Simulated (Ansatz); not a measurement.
# Si2B: the cost of one run

Computed with Ansatz 0.2.0 (DFT PBE+D3(BJ), scalar-relativistic, plane waves, PAW, unless a step's input says otherwise).

## 1. The structure to begin with

Symmetry: P-3m1, No. 164, trigonal system. Conventional cell: a = 2.512 Å, b = 2.512 Å, c = 22.000 Å, α = 90.00°, β = 90.00°, γ = 120.00°. Si (site symmetry 3m) has 3 B at 1.73 Å as nearest neighbours. B (site symmetry 3m) has 6 Si at 1.73 Å as nearest neighbours.

As a file:

```
Si B
1.0
     2.51186    0.00000    0.00000
    -1.25593    2.17534    0.00000
     0.00000    0.00000   22.00000
Si B
4 2
Cartesian
  0.0000 1.4502 7.4796
  1.2559 0.7251 9.3800
  1.2559 0.7251 14.5204
  0.0000 1.4502 12.6200
  0.0000 0.0000 8.4298
  0.0000 0.0000 13.5702
```

A structure generator made this guess: sheets of the M2X type as a bilayer. Lengths come from tabulated atomic sizes and are only a guess.

Only a and b are periodic; c spans vacuum, so the box's volume, pressure and space group aren't properties of the sheet.

## 2. A first look at the guess

The input, input.yaml:

```yaml
crystal:
  lattice:
    - [2.51186441, 0.0, 0.0]
    - [-1.2559322, 2.17533839, 0.0]
    - [0.0, 0.0, 22.0]
  atoms:
    - { symbol: Si, position: [0.33333333, 0.66666667, 0.33998074] }
    - { symbol: Si, position: [0.66666667, 0.33333333, 0.42636364] }
    - { symbol: Si, position: [0.66666667, 0.33333333, 0.66001926] }
    - { symbol: Si, position: [0.33333333, 0.66666667, 0.57363636] }
    - { symbol: B, position: [0.0, 0.0, 0.38317219] }
    - { symbol: B, position: [0.0, 0.0, 0.61682781] }
  periodic: [true, true, false]
basis:
  ecutwfc: 420
kpoints:
  mp_grid: { grid: [9, 9, 1] }
hamiltonian:
  xc: pbe
  dispersion: d3bj
scf:
  occupations: { method: gaussian, width: 0.1 }
  lower_state_search: "off"
output:
  forces: true
  stress: true
  eigenvalues: true
```

On the command line:

```console
> ansatz run input.yaml --threads 1 --pin off --max-ram 2048MiB --backend cpu --events-out ev --progress --plain --runs-dir out
```

**Question.** How long does this run take on 1 thread of Arm Neoverse V1, shared host, and how much memory does it need?

About 4.2 s, with a peak of 0.39 GiB.
